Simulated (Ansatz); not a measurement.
A run of Ansatz 0.2.0 is set up as follows.

File input.yaml:

```yaml
crystal:
  lattice: { a: 6.47, b: 6.47, c: 6.47, alpha: 90.0, beta: 90.0, gamma: 90.0 }
  space_group: 225
  setting: { hermann_mauguin: Fm-3m }
  reduce_to_primitive: true
  atoms:
    - { symbol: Bi, position: [0.0, 0.0, 0.0] }
    - { symbol: Te, position: [0.5, 0.0, 0.0] }
kpoints:
  mp_grid: { grid: [7, 7, 7] }
scf:
  occupations: { method: cold, width: 0.05 }
hamiltonian:
  xc: { exchange: rpbe, correlation: lyp }
  pseudopotentials: { kind: all_electron, lapw: { basis_error: 0.0005 } }
magnetization:
  spin_polarized: true
  initial_magnetization: 1.0
  spin_locking: { lock_magnetization: hard }
output:
  forces: true
  stress: true
  eigenvalues: true
  dos: { projected: false, de: 0.2, e_range: [-10, 10] }
```

Potentials or basis: all-electron LAPW, scalar-relativistic.

The run is started by

```bash
$ ansatz run input.yaml --threads 1 --pin off --max-ram 2560MiB --backend cpu --events-out ev --progress --plain --runs-dir out
```

(1) Predict the pressure.

## Answers

(1) 7.0 GPa.

Caveat: spin-orbit coupling is left out, which moves the levels of the heavy elements; the total moment is fixed, so each spin has its own Fermi level.
